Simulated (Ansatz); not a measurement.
**C₈H₄Ge: one species, many methods**

One table from this session's results is given with a row withheld; the runs are named, their logs left out.

Program: Ansatz 0.2.0, Gaussian basis. Level of theory: functionals in def2-TZVPP, the program's frozen cores in correlated methods. These are calculated values, not measurements.

Plan: LDA (SPW92), PBE-D4, revPBE-D4, BLYP-D4, r2SCAN-D4, B97M-V, PBE0-D4, B3LYP-D4, r2SCANh-D4, r2SCAN0-D4, HSE06-D4, BHLYP-D4, CAM-B3LYP-D4, LC-ωPBE, ωB97X-V, ωB97M-V, B2PLYP, PBE-QIDH; CCSD(T)/def2-SVP; CCSD(T)/def2-TZVPP; MP2/def2-QZVPP; extrapolation to the limit; RPA on PBE.

## The relaxed structure

An earlier PBE0-D4 in a triple-zeta def2 set relaxation fixed the geometry.

13 atoms, charge 0, spin multiplicity 1.

Atoms are counted from 1 here; the program's logs count them from 0.

Bond lengths: C1–C2 1.203 Å, C1–H10 1.066 Å, C2–Ge3 1.891 Å, Ge3–C4 1.891 Å, Ge3–C6 1.891 Å, Ge3–C8 1.891 Å, C4–C5 1.203 Å, C5–H11 1.066 Å, C6–C7 1.203 Å, C7–H12 1.066 Å, C8–C9 1.203 Å, C9–H13 1.066 Å. Angles: C2–C1–H10 180.0°, C1–C2–Ge3 179.9°, C2–Ge3–C4 109.5°, C2–Ge3–C6 109.5°, C2–Ge3–C8 109.5°, C4–Ge3–C6 109.5°, C4–Ge3–C8 109.5°, C6–Ge3–C8 109.5°, Ge3–C4–C5 179.8°, C4–C5–H11 180.0°, Ge3–C6–C7 179.9°, C6–C7–H12 180.0°, Ge3–C8–C9 179.9°, C8–C9–H13 180.0°.

As a file:

```
C     2.9549    0.1924   -0.9076
C     1.8068    0.1156   -0.5552
Ge    0.0032   -0.0029    0.0000
C    -1.0040   -0.9122   -1.3168
C    -1.6478   -1.4911   -2.1525
C    -0.6979    1.7366    0.2398
C    -1.1448    2.8434    0.3934
C    -0.0930   -0.9515    1.6328
C    -0.1569   -1.5551    2.6720
H     3.9718    0.2602   -1.2199
H    -2.2179   -2.0040   -2.8930
H    -1.5407    3.8237    0.5293
H    -0.2132   -2.0896    3.5925
```

The first run:

Contents of in.yaml:

```yaml
crystal:
  periodic: [false, false, false]
  atoms:
    - {symbol: C, position_ang: [2.954864, 0.192364, -0.907625]}
    - {symbol: C, position_ang: [1.806755, 0.115588, -0.555161]}
    - {symbol: Ge, position_ang: [0.003211, -0.002914, 0.000020]}
    - {symbol: C, position_ang: [-1.003951, -0.912194, -1.316750]}
    - {symbol: C, position_ang: [-1.647837, -1.491149, -2.152515]}
    - {symbol: C, position_ang: [-0.697864, 1.736635, 0.239839]}
    - {symbol: C, position_ang: [-1.144835, 2.843397, 0.393382]}
    - {symbol: C, position_ang: [-0.093005, -0.951543, 1.632778]}
    - {symbol: C, position_ang: [-0.156885, -1.555065, 2.671989]}
    - {symbol: H, position_ang: [3.971820, 0.260235, -1.219860]}
    - {symbol: H, position_ang: [-2.217904, -2.003951, -2.893023]}
    - {symbol: H, position_ang: [-1.540719, 3.823747, 0.529330]}
    - {symbol: H, position_ang: [-0.213250, -2.089649, 3.592497]}
basis:
  gaussian: {orbitals: def2-TZVPP}
hamiltonian: {xc: lda}
output: {orbitals: {seedname: orbitals}}
```

Run with:

```
$ ansatz run in.yaml --threads 2 --pin off --events-out ev --progress --plain --max-ram 22528MiB --backend cuda --devices 0, --max-vram 18GiB
```

Steps of the session up to this table: LDA; PBE-D4 (GGA); revPBE-D4 (GGA); BLYP-D4 (GGA); r2SCAN-D4 (meta-GGA); B97M-V (meta-GGA); PBE0-D4 (hybrid); B3LYP-D4 (hybrid); r2SCANh-D4 (hybrid); r2SCAN0-D4 (hybrid); HSE06-D4 (hybrid); BHLYP-D4 (hybrid); CAM-B3LYP-D4 (range-separated); LC-ωPBE (range-separated); ωB97X-V (range-separated); ωB97M-V (range-separated); B2PLYP (double hybrid); PBE-QIDH (double hybrid).

One table of the session follows, with a row left open; its other results are not shown here.

It belongs to the step «Frontier levels by functional». 

```
  functional  HOMO (eV)  gap (eV)
 LDA (SPW92)      -7.28      5.56
      PBE-D4      -7.08      5.60
   revPBE-D4      -7.01      5.63
     BLYP-D4      -6.89      5.57
   r2SCAN-D4      -7.30      6.03
      B97M-V      -7.26      6.06
     PBE0-D4      -8.29      7.74
    B3LYP-D4      -8.02      7.27
  r2SCANh-D4      -7.76      6.82
  r2SCAN0-D4      -8.45      8.00
    HSE06-D4          ?         ?
    BHLYP-D4      -9.31      9.80
CAM-B3LYP-D4      -9.64     10.22
     LC-ωPBE     -11.14     12.86
     ωB97X-V     -10.68     12.30
     ωB97M-V     -10.56     12.05
```

Q: Estimate the row for HSE06-D4 from the others.

**Answer.** HOMO (eV): -7.89; gap (eV): 6.96. In the column «HOMO (eV)» it lies between B3LYP-D4 (-8.02) and r2SCANh-D4 (-7.76).
